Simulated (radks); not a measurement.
# Hf²⁸⁺ in [Kr] 4d7 4f1: an all-electron calculation

The task here is to estimate one member of a computed series from the others.

Program: radks (a radial shooting solver on a logarithmic mesh, Libxc functionals) version 1. Level of theory: Dirac Kohn-Sham, exchange-only LDA, spin-unpolarised, spherical densities, finite nucleus; open shells are shared between the two j in proportion to 2j + 1. These are calculated values, not measurements, unless marked.

## Starting point

| Item | Value |
| --- | --- |
| element | hafnium (Z = 72) |
| charge | +28 |
| electrons | 44 |
| configuration | [Kr] 4d7 4f1 |
| nuclear rms radius | 5.347 fm |

Outer shells as boxes (Hund's rule):

Hf²⁸⁺
```
[Kr] core
4d [↑↓][↑↓][↑ ][↑ ][↑ ]
4f [↑ ][  ][  ][  ][  ][  ][  ]
```

Set-up of the first run:

Input:

```text
Z 72
configuration [Kr] 4d7 4f1
relativity Dirac
functional lda,
spin unpolarised
j_filling average
nucleus finite rms 5.347 fm
c 137.035999084
```

Command:

```
python run_ks.py task.json out
```

This one command runs every case of the session in turn.

One of the session's tables, all rows but one given; the rest of the session is left out.

It belongs to the step «Radial structure». From the orbitals of this run (lengths in bohr):

| level | <r> | outermost maximum (interpolated) | 90 % within | nodes |
| --- | --- | --- | --- | --- |
| 1s1/2 | 0.01900 | 0.0119 | 0.0346 | 0 |
| 2s1/2 | 0.07984 | 0.0683 | 0.125 | 1 |
| 2p1/2 | 0.06616 | 0.0509 | 0.110 | 0 |
| 2p3/2 | 0.07388 | 0.0576 | 0.120 | 0 |
| 3s1/2 | 0.2075 | 0.192 | 0.305 | 2 |
| 3p1/2 | 0.1973 | 0.180 | 0.296 | 1 |
| 3p3/2 | 0.2113 | 0.194 | 0.316 | 1 |
| 3d3/2 | 0.1852 | 0.152 | 0.288 | 0 |
| 3d5/2 | ? | ? | ? | ? |
| 4s1/2 | 0.4386 | 0.424 | 0.624 | 3 |
| 4p1/2 | 0.4385 | 0.421 | 0.630 | 2 |
| 4p3/2 | 0.4623 | 0.445 | 0.662 | 2 |
| 4d3/2 | 0.4584 | 0.433 | 0.671 | 1 |
| 4d5/2 | 0.4653 | 0.440 | 0.681 | 1 |
| 4f5/2 | 0.4432 | 0.376 | 0.667 | 0 |
| 4f7/2 | 0.4460 | 0.379 | 0.670 | 0 |

**Question.** Estimate the row for 3d5/2.

**Answer.** <r>: 0.1895; outermost maximum (interpolated): 0.156; 90 % within: 0.293; nodes: 0. In the column «<r>» it lies between 3d3/2 (0.1852) and 3p1/2 (0.1973).
